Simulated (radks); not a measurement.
# Se²⁺ inside a hard spherical wall

One table from this session's results is given with a row withheld; the runs are named, their logs left out.

Program: radks (a radial shooting solver on a logarithmic mesh, Libxc functionals) version 1. Level of theory: non-relativistic Kohn-Sham, LDA (Slater exchange, Perdew-Wang correlation), spin-polarised, spherical densities, point nucleus; open shells are filled with parallel spins first. These are calculated values, not measurements, unless marked.

### The system

| Property | Result |
| --- | --- |
| element | selenium (Z = 34) |
| charge | +2 |
| electrons | 32 |
| configuration | [Ar] 3d10 4s2 4p2 |

Outer shells as boxes (Hund's rule):

Se²⁺
```
[Ar] core
3d [↑↓][↑↓][↑↓][↑↓][↑↓]
4s [↑↓]
4p [↑ ][↑ ][  ]
```

Set-up of the first run:

Input:

```text
Z 34
configuration [Ar] 3d10 4s2 4p2 5s0 4d0 5p0
relativity non-relativistic
functional lda,pw
spin polarised
nucleus point
```

Steps of the session up to this table: The free atom; Wall at 15 bohr; Wall at 12 bohr; Wall at 8 bohr; Wall at 7 bohr; Wall at 3 bohr; Wall at 2 bohr; Wall at 1.5 bohr.

One table of the session follows, with a row left open; its other results are not shown here.

```
R (bohr)  E − E(free) (eV)  ε(4p) (eV)  ε(4d, empty) (eV)  ε(5s, empty) (eV)  ε(5p, empty) (eV)
    free             0.000     -26.428            -11.465            -11.384             -8.411
      15             0.000     -26.428            -11.465            -11.384             -8.411
      12             0.000     -26.428            -11.464            -11.383             -8.402
       8                 ?           ?                  ?                  ?                  ?
       7             0.002     -26.423            -11.350            -10.867             -7.152
       3            16.332     -17.692              5.841             38.603             51.493
       2            148.16      26.371             62.933             191.53             209.70
     1.5            549.20      130.13             171.90             477.27             491.11
```

Q: Estimate the row for R (bohr) = 8 from the others.

Worked estimate for «E − E(free) (eV)». A straight line through the neighbours (12, 0.000) and (7, 0.002) gives 0.000 + (0.002 − 0.000) × (8 − 12) / (7 − 12) = 0.002; a parabola fitted to 4 rows on both sides gives 0.117.

The run gave: E − E(free) (eV): 0.000; ε(4p) (eV): -26.427; ε(4d, empty) (eV): -11.433; ε(5s, empty) (eV): -11.223; ε(5p, empty) (eV): -7.903. In «E − E(free) (eV)» the line misses by +0.002 and the parabola by +0.117. Between these rows the values bend or scatter more than so simple an estimate can follow.

In words: Eigenvalues are for spin up. From R = 2 bohr inwards the highest occupied level lies above zero, pushed up by confinement. Shells are not refilled when levels cross, and a hard wall is a model, not a crystal.
